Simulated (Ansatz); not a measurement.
**CH6FN3Si: up Jacob's ladder to CCSD(T)**

The task here is to estimate one member of a computed series from the others.

Computed with Ansatz 0.2.0, Gaussian basis. Level: functionals in def2-TZVPP, the program's frozen cores in correlated methods.

Plan: LDA (SPW92), PBE-D4, revPBE-D4, BLYP-D4, r2SCAN-D4, B97M-V, PBE0-D4, B3LYP-D4, r2SCANh-D4, r2SCAN0-D4, HSE06-D4, BHLYP-D4, CAM-B3LYP-D4, LC-ωPBE, ωB97X-V, ωB97M-V, B2PLYP, PBE-QIDH; CCSD(T)/def2-SVP; CCSD(T)/def2-TZVPP; MP2/def2-QZVPP; extrapolation to the limit; RPA on PBE.

## The relaxed structure

An earlier PBE0-D4 in a triple-zeta def2 set relaxation fixed the geometry.

SMILES `N[SiH2]/N=C(/N)F`, 12 atoms, charge 0, spin multiplicity 1.

Atoms are counted from 1 here; the program's logs count them from 0.

Bond lengths: N1–Si2 1.713 Å, N1–H7 1.008 Å, N1–H8 1.007 Å, Si2–N3 1.723 Å, Si2–H9 1.487 Å, Si2–H10 1.484 Å, N3–C4 1.242 Å, C4–N5 1.351 Å, C4–F6 1.360 Å, N5–H11 1.003 Å, N5–H12 1.003 Å. Angles: Si2–N1–H7 119.9°, Si2–N1–H8 119.3°, H7–N1–H8 110.7°, N1–Si2–N3 113.8°, N1–Si2–H9 106.0°, N1–Si2–H10 107.6°, N3–Si2–H9 112.1°, N3–Si2–H10 106.1°, H9–Si2–H10 111.3°, Si2–N3–C4 132.5°, N3–C4–N5 127.5°, N3–C4–F6 124.1°, N5–C4–F6 108.4°, C4–N5–H11 119.4°, C4–N5–H12 117.1°, H11–N5–H12 119.0°.

Geometry (Å):

```
N     1.5334   -1.3570   -1.5526
Si    0.7139   -1.2066   -0.0556
N    -0.4835    0.0326   -0.0403
C    -0.7404    0.9414    0.7661
N    -1.6723    1.9111    0.6414
F    -0.0772    1.1301    1.9383
H     1.0226   -1.6154   -2.3818
H     2.2738   -0.7120   -1.7769
H     1.7674   -0.9778    0.9680
H    -0.0082   -2.4796    0.1907
H    -1.9178    2.4638    1.4418
H    -2.3350    1.8141   -0.1053
```

The first run:

Contents of in.yaml:

```yaml
crystal:
  periodic: [false, false, false]
  atoms:
    - {symbol: N, position_ang: [1.533360, -1.356973, -1.552593]}
    - {symbol: Si, position_ang: [0.713911, -1.206640, -0.055553]}
    - {symbol: N, position_ang: [-0.483519, 0.032614, -0.040258]}
    - {symbol: C, position_ang: [-0.740387, 0.941405, 0.766093]}
    - {symbol: N, position_ang: [-1.672298, 1.911054, 0.641382]}
    - {symbol: F, position_ang: [-0.077155, 1.130115, 1.938327]}
    - {symbol: H, position_ang: [1.022643, -1.615403, -2.381765]}
    - {symbol: H, position_ang: [2.273845, -0.711958, -1.776914]}
    - {symbol: H, position_ang: [1.767422, -0.977821, 0.968043]}
    - {symbol: H, position_ang: [-0.008154, -2.479585, 0.190712]}
    - {symbol: H, position_ang: [-1.917792, 2.463849, 1.441830]}
    - {symbol: H, position_ang: [-2.334978, 1.814141, -0.105305]}
basis:
  gaussian: {orbitals: def2-TZVPP}
hamiltonian: {xc: lda}
output: {orbitals: {seedname: orbitals}}
```

Command:

```console
ansatz run in.yaml --threads 4 --pin off --events-out ev --progress --plain --max-ram 10444MiB
```

Among the steps run: LDA; PBE-D4 (GGA); revPBE-D4 (GGA); BLYP-D4 (GGA); r2SCAN-D4 (meta-GGA); B97M-V (meta-GGA); B3LYP-D4 (hybrid); r2SCANh-D4 (hybrid); r2SCAN0-D4 (hybrid); HSE06-D4 (hybrid); BHLYP-D4 (hybrid); CAM-B3LYP-D4 (range-separated); LC-ωPBE (range-separated); ωB97X-V (range-separated); ωB97M-V (range-separated); B2PLYP (double hybrid); PBE-QIDH (double hybrid).

One table of the session follows, with a row left open; its other results are not shown here.

It belongs to the step «Frontier levels by functional». 

```
  functional  HOMO (eV)  LUMO (eV)  gap (eV)
 LDA (SPW92)      -6.03      -0.66      5.37
      PBE-D4      -5.85      -0.41      5.43
   revPBE-D4          ?          ?         ?
     BLYP-D4      -5.72      -0.33      5.39
   r2SCAN-D4      -6.14      -0.10      6.05
      B97M-V      -6.25      -0.09      6.16
     PBE0-D4      -7.26       0.56      7.82
    B3LYP-D4      -7.02       0.28      7.29
  r2SCANh-D4      -6.67       0.26      6.94
  r2SCAN0-D4      -7.47       0.79      8.25
    HSE06-D4      -6.85       0.18      7.04
    BHLYP-D4      -8.55       1.42      9.96
CAM-B3LYP-D4      -8.67       1.52     10.19
     LC-ωPBE     -10.05       2.76     12.81
     ωB97X-V      -9.67       2.63     12.30
     ωB97M-V      -9.57       2.24     11.82
```

Estimate the missing values for revPBE-D4.

As computed: HOMO (eV): -5.78; LUMO (eV): -0.31; gap (eV): 5.47. In the column «HOMO (eV)» it lies between PBE-D4 (-5.85) and BLYP-D4 (-5.72).
